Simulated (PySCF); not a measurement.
# C3H9BSi: electronic excitations and core binding energies

Wanted: the electronic excitations and core binding energies of C3H9BSi (`BC[SiH2]C=C`), by calculation.

Computed with PySCF 2.14.0, with density-fitted response routines of our own, on a single molecule in the gas phase. Atoms are numbered from 0 throughout.

### 1 Starting geometry

14 atoms, charge 0, multiplicity 1; geometry from: GFN2-xTB.

Bonds of the start (Å): B0–C1 1.54, C1–Si2 1.92, Si2–C3 1.89, C3–C4 1.32, B0–H5 1.17, B0–H6 1.17, C1–H7 1.09, C1–H8 1.09, Si2–H9 1.47, Si2–H10 1.47, C3–H11 1.08, C4–H12 1.08, C4–H13 1.08.

### 2 Excited states and response: PBE0/def2-SVPD

Job settings and geometry (Å):

```
{"job": {"kind": "uv", "xc": "PBE0", "basis": "def2-SVPD", "nstates": 8, "ntriplets": 3}, "charge": 0, "multiplicity": 1}
B     -2.475763     0.460274     0.356697
C     -0.988634     0.719880     0.041400
Si    -0.081977    -0.961558     0.203687
C      1.772014    -0.688451    -0.025237
C      2.367640     0.450250    -0.344568
H     -3.216562     0.141164    -0.492081
H     -2.868085     0.538320     1.457415
H     -0.802883     1.071181    -0.972728
H     -0.501001     1.404472     0.734092
H     -0.295858    -1.562631     1.528979
H     -0.550360    -1.903899    -0.824517
H      2.393549    -1.564247     0.119603
H      1.809279     1.359003    -0.503596
H      3.437963     0.535768    -0.461236
```

With the program's defaults for keys left out, this is: TDDFT PBE0/def2-SVPD, vertical, gas phase, core orbitals frozen in the response.

The run is started by

```bash
OMP_NUM_THREADS=1 python probes_run.py task.json out
```

The driver reads the jobs from task.json and runs them one after another.

Standard output:

```text
coarse grid: 11552 points
cycle   1  E = -433.4323433909  dE =  1.362e-01  |g| = 3.907e-01  |ddm| = 4.698e+00
cycle   2  E = -433.4265384814  dE =  5.805e-03  |g| = 4.169e-01  |ddm| = 1.097e+00
cycle   3  E = -433.4747640343  dE = -4.823e-02  |g| = 3.308e-02  |ddm| = 5.180e-01
cycle   4  E = -433.4750303563  dE = -2.663e-04  |g| = 1.735e-02  |ddm| = 8.761e-02
cycle   5  E = -433.4751159849  dE = -8.563e-05  |g| = 4.658e-03  |ddm| = 2.888e-02
cycle   6  E = -433.4751215386  dE = -5.554e-06  |g| = 1.963e-03  |ddm| = 8.730e-03
final grid: 105112 points
cycle   7  E = -433.5335492386  dE = -2.220e-05  |g| = 7.264e-03  |ddm| = 7.987e-02
cycle   8  E = -433.5335396273  dE =  9.611e-06  |g| = 9.416e-03  |ddm| = 1.930e-02
cycle   9  E = -433.5335633054  dE = -2.368e-05  |g| = 1.287e-03  |ddm| = 1.153e-02
cycle  10  E = -433.5335637637  dE = -4.583e-07  |g| = 1.874e-04  |ddm| = 1.739e-03
cycle  11  E = -433.5335637727  dE = -8.998e-09  |g| = 5.908e-05  |ddm| = 3.938e-04
cycle  12  E = -433.5335637737  dE = -1.002e-09  |g| = 1.479e-05  |ddm| = 1.156e-04
cycle  13  E = -433.5335637738  dE = -6.116e-11  |g| = 3.796e-06  |ddm| = 3.622e-05
converged SCF energy = -433.5335637738

Static polarisability (au): isotropic 78.622, principal 62.324 76.055 97.486

Singlet excitations
state   eV       nm        f      main configurations
  1   5.8016    213.7   0.00439   H->L 0.79, H-2->L 0.17
  2   5.9637    207.9   0.00772   H-2->L 0.79, H->L 0.16
  3   6.0378    205.3   0.08514   H-1->L 0.74, H-5->L 0.12
  4   6.6349    186.9   0.00072   H-1->L+1 0.88
  5   6.9114    179.4   0.01794   H-3->L 0.90
  6   7.2563    170.9   0.10459   H->L+1 0.39, H-5->L 0.30, H-4->L 0.18
  7   7.2619    170.7   0.36319   H->L+1 0.49, H-5->L 0.23, H-4->L 0.15
  8   7.3700    168.2   0.04147   H-4->L 0.60, H-5->L 0.31

Triplet excitations (Tamm-Dancoff, eV): 4.3031 5.1996 5.2764
```

Run time: 36 s. Hardware: 1 thread of Arm Neoverse N1, shared host; peak memory 0.71 GiB.

The orbitals next to the gap, with their largest atomic shares:

| orbital | eV | atoms |
| --- | --- | --- |
| HOMO−3 | -9.29 | Si2 26 %, C1 21 %, H9 10 % |
| HOMO−2 | -9.07 | B0 35 %, H6 19 %, H5 17 % |
| HOMO−1 | -8.66 | C3 24 %, C1 22 %, Si2 15 % |
| HOMO | -8.06 | C3 37 %, C4 37 %, Si2 8 % |
| LUMO | -1.28 | B0 48 %, C1 15 %, H5 10 % |
| LUMO+1 | -0.44 | C4 37 %, C3 33 %, Si2 9 % |
| LUMO+2 | 0.53 | B0 21 %, Si2 20 %, C4 10 % |

With each of the 8 states as a Gaussian band of 0.4 eV half-width at 1/e, the curve within the window shown has maxima at 206 nm (ε 3,900), 171 nm (ε 21,000) L/(mol cm). Beyond the last state computed it falls off for lack of states. The curve at chosen wavelengths:

| nm | ε (L/mol/cm) |
| --- | --- |
| 162 | 7623 |
| 165 | 13522 |
| 168 | 18746 |
| 171 | 20840 |
| 174 | 19030 |
| 177 | 14610 |
| 180 | 9663 |
| 183 | 5688 |
| 186 | 3187 |
| 189 | 2007 |
| 192 | 1778 |
| 195 | 2138 |
| 198 | 2769 |
| 202 | 3563 |
| 205 | 3865 |
| 208 | 3819 |
| 211 | 3457 |
| 214 | 2888 |
| 217 | 2243 |
| 220 | 1630 |
| 223 | 1115 |
| 226 | 723 |
| 229 | 446 |
| 232 | 263 |
| 235 | 149 |
| 238 | 82 |

Ground-state properties from the same run:

| property | computed |
| --- | --- |
| dipole moment (D) | 1.40 |
| polarisability (Å³) | 11.65 |
| HOMO–LUMO gap (eV) | 6.78 |
| −ε(HOMO) (eV) | 8.06 |

### 3 Core holes by ΔSCF: SCAN, X2C

The job, as its differences from that of step 2:

```diff
@@ -1,2 +1,2 @@
-{"job": {"kind": "uv", "xc": "PBE0", "basis": "def2-SVPD", "nstates": 8, "ntriplets": 3}, "charge": 0, "multiplicity": 1}
+{"job": {"kind": "xps"}, "charge": 0, "multiplicity": 1}
 B     -2.475763     0.460274     0.356697
```

Level: delta-SCF UKS SCAN, pcX-2 on the ionised atom, pcseg-1 elsewhere, spin-free X2C.

Standard output:

```text
ground state, core basis on atom 0 (B), 150 functions
  cycle   1  E = -434.44057588  |g| = 5.24e-01
  cycle   2  E = -434.39012363  |g| = 6.60e-01
  cycle   3  E = -434.51880513  |g| = 5.02e-02
  cycle   4  E = -434.51956024  |g| = 2.51e-02
  cycle   5  E = -434.51973444  |g| = 7.34e-03
  cycle   6  E = -434.51974421  |g| = 5.28e-03
  cycle   7  E = -434.51975186  |g| = 1.03e-03
  cycle   8  E = -434.51975379  |g| = 3.29e-04
  E(ground) = -434.55825980 Eh
hole in B 1s of atom 0
  cycle   1  E = -426.91895417  |g| = 1.15e+00
  cycle   2  E = -424.93649105  |g| = 1.89e+00
  cycle   3  E = -427.06281962  |g| = 6.14e-01
  cycle   4  E = -427.31420381  |g| = 1.77e-01
  cycle   5  E = -427.32564958  |g| = 1.19e-01
  cycle   6  E = -427.33319043  |g| = 4.95e-02
  cycle   7  E = -427.33464864  |g| = 1.80e-02
  cycle   8  E = -427.33491634  |g| = 1.61e-02
  cycle   9  E = -427.33513225  |g| = 8.67e-03
  cycle  10  E = -427.33526160  |g| = 5.29e-03
  cycle  11  E = -427.33530429  |g| = 4.40e-03
  cycle  12  E = -427.33531950  |g| = 9.45e-04
  cycle  13  E = -427.33532040  |g| = 1.13e-03
  cycle  14  E = -427.33532177  |g| = 3.65e-04
  E(ion) = -427.37379452 Eh   <S^2> = 0.9256   hole on atom = 1.000   binding energy = 195.499 eV
ground state, core basis on atom 1 (C), 150 functions
  cycle   1  E = -434.52776440  |g| = 5.66e-02
  cycle   2  E = -434.52773764  |g| = 1.64e-02
  cycle   3  E = -434.52770664  |g| = 1.94e-02
  cycle   4  E = -434.52780561  |g| = 3.13e-03
  cycle   5  E = -434.52781056  |g| = 6.70e-04
  cycle   6  E = -434.52780990  |g| = 1.26e-04
  E(ground) = -434.56555876 Eh
hole in C 1s of atom 1
  cycle   1  E = -423.30189179  |g| = 1.51e+00
  cycle   2  E = -422.67886968  |g| = 1.77e+00
  cycle   3  E = -423.83162775  |g| = 3.25e-01
  cycle   4  E = -423.86865556  |g| = 1.24e-01
  cycle   5  E = -423.87406071  |g| = 7.68e-02
  cycle   6  E = -423.87706434  |g| = 1.82e-02
  cycle   7  E = -423.87723156  |g| = 7.43e-03
  cycle   8  E = -423.87726543  |g| = 1.32e-03
  cycle   9  E = -423.87726608  |g| = 6.32e-04
  cycle  10  E = -423.87726640  |g| = 2.11e-04
  E(ion) = -423.91304102 Eh   <S^2> = 0.7663   hole on atom = 1.000   binding energy = 289.870 eV
ground state, core basis on atom 2 (Si), 161 functions
  cycle   1  E = -434.62325799  |g| = 2.87e-01
  cycle   2  E = -434.62325447  |g| = 3.97e-02
  cycle   3  E = -434.62303056  |g| = 4.16e-02
  cycle   4  E = -434.62339376  |g| = 1.54e-02
  cycle   5  E = -434.62345519  |g| = 3.42e-03
  cycle   6  E = -434.62345574  |g| = 3.06e-04
  E(ground) = -434.61927463 Eh
hole in Si 1s of atom 2
  cycle   1  E = -365.69608477  |g| = 4.35e+00
  cycle   2  E = -365.72556338  |g| = 2.17e+00
  cycle   3  E = -366.23517230  |g| = 9.06e-01
  cycle   4  E = -366.63217516  |g| = 4.59e-01
  cycle   5  E = -366.73918385  |g| = 1.96e-01
  cycle   6  E = -366.76036408  |g| = 3.91e-02
  cycle   7  E = -366.76101875  |g| = 1.56e-02
  cycle   8  E = -366.76114770  |g| = 5.80e-03
  cycle   9  E = -366.76116623  |g| = 1.32e-03
  cycle  10  E = -366.76116734  |g| = 3.15e-04
  E(ion) = -366.76473984 Eh   <S^2> = 0.7523   hole on atom = 1.000   binding energy = 1846.416 eV
hole in Si 2p of atom 2
  cycle   1  E = -430.35455055  |g| = 1.24e+00
  cycle   2  E = -430.14277593  |g| = 1.16e+00
  cycle   3  E = -430.58894360  |g| = 3.92e-01
  cycle   4  E = -430.66580589  |g| = 1.88e-01
  cycle   5  E = -430.68321853  |g| = 6.58e-02
  cycle   6  E = -430.68561123  |g| = 1.68e-02
  cycle   7  E = -430.68575939  |g| = 5.34e-03
  cycle   8  E = -430.68577440  |g| = 1.47e-03
  cycle   9  E = -430.68577630  |g| = 3.52e-04
  E(ion) = -430.69281591 Eh   <S^2> = 0.7522   hole on atom = 1.003   binding energy = 106.844 eV
  2p3/2 = 106.627 eV   2p1/2 = 107.250 eV
ground state, core basis on atom 3 (C), 150 functions
  cycle   1  E = -434.52911917  |g| = 6.14e-02
  cycle   2  E = -434.52894871  |g| = 3.77e-02
  cycle   3  E = -434.52896544  |g| = 3.69e-02
  cycle   4  E = -434.52930617  |g| = 8.77e-03
  cycle   5  E = -434.52933019  |g| = 6.77e-04
  cycle   6  E = -434.52933280  |g| = 1.65e-04
  E(ground) = -434.56720658 Eh
hole in C 1s of atom 3
  cycle   1  E = -423.28329838  |g| = 1.51e+00
  cycle   2  E = -420.71076343  |g| = 2.21e+00
  cycle   3  E = -422.39413038  |g| = 1.24e+00
  cycle   4  E = -423.85740307  |g| = 1.41e-01
  cycle   5  E = -423.86521182  |g| = 7.25e-02
  cycle   6  E = -423.86774502  |g| = 3.60e-02
  cycle   7  E = -423.86839635  |g| = 1.43e-02
  cycle   8  E = -423.86851744  |g| = 4.54e-03
  cycle   9  E = -423.86853977  |g| = 2.89e-03
  cycle  10  E = -423.86855230  |g| = 1.61e-03
  cycle  11  E = -423.86856022  |g| = 8.78e-04
  cycle  12  E = -423.86856221  |g| = 3.84e-04
  E(ion) = -423.90518471 Eh   <S^2> = 0.8089   hole on atom = 1.000   binding energy = 290.128 eV
ground state, core basis on atom 4 (C), 150 functions
  cycle   1  E = -434.52865112  |g| = 6.10e-02
  cycle   2  E = -434.52788103  |g| = 6.03e-02
  cycle   3  E = -434.52844061  |g| = 3.88e-02
  cycle   4  E = -434.52885773  |g| = 1.69e-03
  cycle   5  E = -434.52885961  |g| = 5.32e-04
  cycle   6  E = -434.52886022  |g| = 1.76e-04
  E(ground) = -434.56659016 Eh
hole in C 1s of atom 4
  cycle   1  E = -423.27512786  |g| = 1.50e+00
  cycle   2  E = -421.04301344  |g| = 2.10e+00
  cycle   3  E = -422.70497017  |g| = 1.21e+00
  cycle   4  E = -423.79473869  |g| = 3.48e-01
  cycle   5  E = -423.82564556  |g| = 2.45e-01
  cycle   6  E = -423.85507195  |g| = 3.91e-02
  cycle   7  E = -423.85587260  |g| = 1.35e-02
  cycle   8  E = -423.85600889  |g| = 4.54e-03
  cycle   9  E = -423.85603344  |g| = 2.90e-03
  cycle  10  E = -423.85604536  |g| = 1.50e-03
  cycle  11  E = -423.85604968  |g| = 9.56e-04
  cycle  12  E = -423.85605076  |g| = 2.90e-04
  E(ion) = -423.89280990 Eh   <S^2> = 0.7903   hole on atom = 1.000   binding energy = 290.448 eV
```

Run time: 1.8 min. Hardware: 1 thread of Arm Neoverse N1, shared host; peak memory 0.45 GiB.

Binding energies by hole, beside the orbital energy of the ground state; the difference holds orbital relaxation and, for a density functional, its self-interaction error:

| hole | stands for | environment | ΔSCF (eV; 2p as the shell's mean) | −ε (eV) | ⟨S²⟩ |
| --- | --- | --- | --- | --- | --- |
| B1s on B0 | B0 | boron bonded to C, 2 H | 195.50 (doubtful) | 179.9 | 0.926 |
| C1s on C1 | C1 | sp3 CH2 bonded to B and Si | 289.87 | 273.1 | 0.766 |
| Si1s on Si2 | Si2 | silicon bonded to 2 C, 2 H | 1846.42 | 1793.4 | 0.752 |
| Si2p on Si2 | Si2 | silicon bonded to 2 C, 2 H | 106.83 | 96.2 | 0.752 |
| C1s on C3 | C3 | alkene CH | 290.13 | 273.7 | 0.809 |
| C1s on C4 | C4 | terminal =CH2 carbon | 290.45 | 273.9 | 0.790 |

Doubtful: the ion did not converge, its hole moved, or its ⟨S²⟩ is well above 0.75.

With the spin-orbit splitting: Si2 2p3/2 106.63, 2p1/2 107.25 eV. The table gives each 2p level as the mean over the whole 2p shell (two parts 2p3/2, one part 2p1/2), which differs a little from the single hole in the log.

### 4 Summary of results

```
                                quantity                               value
         lowest singlet (PBE0/def2-SVPD)         5.80 eV (214 nm), f = 0.004
brightest single state of those computed         state 7, 7.26 eV, f = 0.363
                          lowest triplet                             4.30 eV
        C1s binding energies, SCAN/pcX-2  C4 290.45, C3 290.13, C1 289.87 eV
       Si1s binding energies, SCAN/pcX-2                      Si2 1846.42 eV
       Si2p binding energies, SCAN/pcX-2                       Si2 106.83 eV
```

In words: The lowest singlet, at 5.80 eV, is HOMO→LUMO 0.79, HOMO−2→LUMO 0.17 and is weak; of the 8 states computed, the strongest absorption comes from states 6 to 7 together at 7.26 eV. The lowest triplet lies 1.50 eV below the lowest singlet (triplets in Tamm-Dancoff, singlets in full TDDFT). The C1s levels kept as sound span 0.58 eV, from C1 (sp3 CH2 bonded to B and Si) up to C4 (terminal =CH2 carbon).
